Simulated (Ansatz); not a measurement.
# AsH4+ (singlet): the correlation ladder, cc-pVTZ

How much of the correlation energy of AsH4+ (singlet) does each wave-function method recover here?

Computed with Ansatz 0.2.0, Gaussian basis. Level: cc-pVTZ, core rule «outside noble gas», up to 14 orbitals frozen.

To be run: UHF; CCSD(T) on RHF; BCCD(T) on RHF; CCSDT(Q) on RHF; CASSCF and NEVPT2, 8 electrons in 8 orbitals.

11 further runs of the same task are left out: 4 that didn't finish, 7 set aside as unsound or not needed. Runs told in other sessions of the task aren't counted.

### Step 1. The system

The geometry is a PBE0/def2-TZVP stationary point (not a proven minimum). No spin-orbit coupling is included. The filled d shell of As may be among the frozen orbitals whatever the setting's name suggests.

5 atoms, charge 1, spin multiplicity 1.

Atoms are counted from 1 here; the program's logs count them from 0.

Bond lengths: As1–H2 1.490 Å, As1–H3 1.490 Å, As1–H4 1.490 Å, As1–H5 1.490 Å. Angles: H2–As1–H3 109.5°, H2–As1–H4 109.5°, H2–As1–H5 109.5°, H3–As1–H4 109.5°, H3–As1–H5 109.5°, H4–As1–H5 109.5°.

### Step 2. UHF

Input file in.yaml:

```yaml
crystal:
  periodic: [false, false, false]
  atoms:
    - {symbol: As, position_ang: [0.000000, 0.000000, 0.000000]}
    - {symbol: H, position_ang: [0.859076, 0.861798, 0.860132]}
    - {symbol: H, position_ang: [-0.862586, -0.857884, 0.860532]}
    - {symbol: H, position_ang: [-0.858082, 0.858870, -0.864044]}
    - {symbol: H, position_ang: [0.861592, -0.862784, -0.856620]}
basis:
  gaussian: {orbitals: cc-pVTZ}
total_charge: 1
magnetization: {spin_polarized: true, initial_magnetization: 0}
hamiltonian: {xc: hf}
output: {orbitals: {seedname: orbitals}}
```

Started as:

```console
$ ansatz run in.yaml --threads 1 --pin off --events-out ev --progress --plain --max-ram 2393MiB
```

After this run come: CCSD(T) on RHF; BCCD(T) on RHF; CCSDT(Q) on RHF; CASSCF and NEVPT2, 8 electrons in 8 orbitals.

Before running them: what should the planned runs give, taken together? Wanted: RCCSDT(Q) from the RHF energy; RMP2 from RCCSDT(Q); RCCSD from RCCSDT(Q); RCCSD(T) from RCCSDT(Q); NEVPT2 valence from RCCSDT(Q); T1 diagnostic; effectively unpaired electrons.

**Answer**, as computed:

| quantity | value |
| --- | --- |
| RCCSDT(Q) from the RHF energy | -4.9722 eV |
| RMP2 from RCCSDT(Q) | +911.8 meV |
| RCCSD from RCCSDT(Q) | +139.8 meV |
| RCCSD(T) from RCCSDT(Q) | +21.6 meV |
| NEVPT2 valence from RCCSDT(Q) | +845.1 meV |
| levels within 1 kcal/mol (43 meV) | RCCSD(T), BCCD(T), RCCSDT |
| T1 diagnostic | 0.009 |
| effectively unpaired electrons | 0.02 |

In words: RCCSD(T) lands +21.6 meV from the yardstick (0.4 % of the correlation energy). One determinant dominates. These misses are within one basis, not against nature.
